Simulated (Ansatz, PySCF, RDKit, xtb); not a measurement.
# Which structure has the formula BSnH4ClO?

Task: start from the formula BSnH4ClO, draw up candidate structures, narrow them down in stages, and characterise the one that lies lowest at 400 K.

The funnel: GFN2-xTB relaxations, single points with a density functional, relaxations at r2SCAN-D4/def2-SVP, harmonic vibrations, and a last energy at a higher level. All values are calculated.

6 further runs of the same task are left out: 6 set aside as unsound or not needed.

## Step 1: Drawing up candidates

A program enumerates the bonding patterns with one Lewis structure each (two rings at most, one unusual centre or charged pair), with their diastereomers. O–O, O–halogen and N–halogen bonds and N–N–N chains are not drawn. That gives 22 candidates.

c024 [OH2+][SnH-][BH]Cl; c049 Cl[BH2-][O+]=[SnH2]; c127 [BH3-]/[O+]=[SnH]\[Cl]; c183 B[OH+][SnH-][Cl]; c193 [OH2+][B-](Cl)=[SnH2]; c324 [BH2][Sn@H]([OH])[Cl]; c406 [OH2+]/[BH-]=[SnH]\[Cl]; c454 O[BH][SnH2][Cl]; c505 [OH2+]/[BH-]=[SnH]/[Cl]; c522 [OH][SnH2][BH]Cl; c589 ClB[O][SnH3]; c634 B[O][SnH2][Cl]; c648 [OH][SnH+][BH2-]Cl; c668 [Cl][Sn@@H]1[BH2-][OH+]1; c675 O[B](Cl)[SnH3]; c721 [BH3-][Sn+]([OH])[Cl]; c736 O[BH2-][SnH+][Cl]; c754 ClB[OH+][SnH2-]; c779 [BH3-]/[O+]=[SnH]/[Cl]; c793 O[B@H-](Cl)[SnH2+]; c854 [BH2][Sn-]([OH2+])[Cl]; c981 Cl[B@@H-]1[OH+][SnH2]1.

Candidates are built by distance geometry, with a force field where one applies, in up to four conformers (letters a to d). 6 starts with atoms placed at random are added, to find patterns that the rules miss.

Q: Predict the outcome of this search (final energies at CCSD(T)/def2-SVP + MP2/def2-TZVPP - MP2/def2-SVP).

| quantity | value |
| --- | --- |
| lowest structure found | ClB[O][SnH3], singlet, Cs |
| next finalist | [BH2][OH].[Cl][SnH] ‡, singlet, 3.6 kcal/mol higher in G |
| share at equilibrium, among the finalists | 98.9 % |
| harmonic wavenumbers, lowest and highest (r2SCAN-D4/def2-SVP) | 92 and 2640 cm⁻¹ |
| rotational constants, same geometry | 0.2519, 0.04574, 0.03947 cm⁻¹ |
| dipole moment (PBE0/def2-TZVPD) | 2.65 D |
| HOMO energy (PBE0/def2-TZVPD) | -8.72 eV |
| LUMO energy (PBE0/def2-TZVPD) | -0.96 eV |
| HOMO–LUMO gap (PBE0/def2-TZVPD) | 7.76 eV |
| lowest excitation (TD-PBE0/def2-SVPD) | 6.79 eV (f = 0.113) |
| lowest triplet excitation, same level, Tamm-Dancoff | 6.19 eV |
| vertical ionisation energy | 10.72 eV |
| vertical electron affinity | -0.32 eV (unbound: the value depends on the basis) |

`ClB[O][SnH3]` comes out lowest. The margin of 3.6 kcal/mol over the next finalist is beyond the usual error of the last level; it says nothing of structures that weren't ranked. HF/STO-3G, r2SCAN-D4/def2-SVP, r2SCAN-D4/def2-SVP, relaxed, HF/def2-SVP and MP2/def2-SVP already put its bonding pattern lowest among the structures in one piece; GFN2-xTB favours the singlet [BH2][OH].[Cl][SnH] ‡ (c183b, not a finalist). Spin-orbit coupling, which matters for elements this heavy, is left out. The search is not exhaustive (a finite list of starts, one conformer a finalist), so a lower isomer can't be ruled out. Patterns outside the rules of the enumeration were met only by chance. The lowest isomer need not be the one that is made and kept in a bottle, which depends on barriers.

‡ marks the bonded skeleton alone, with all bonds drawn single: no Lewis structure was assigned that passes a check against the bond lengths.
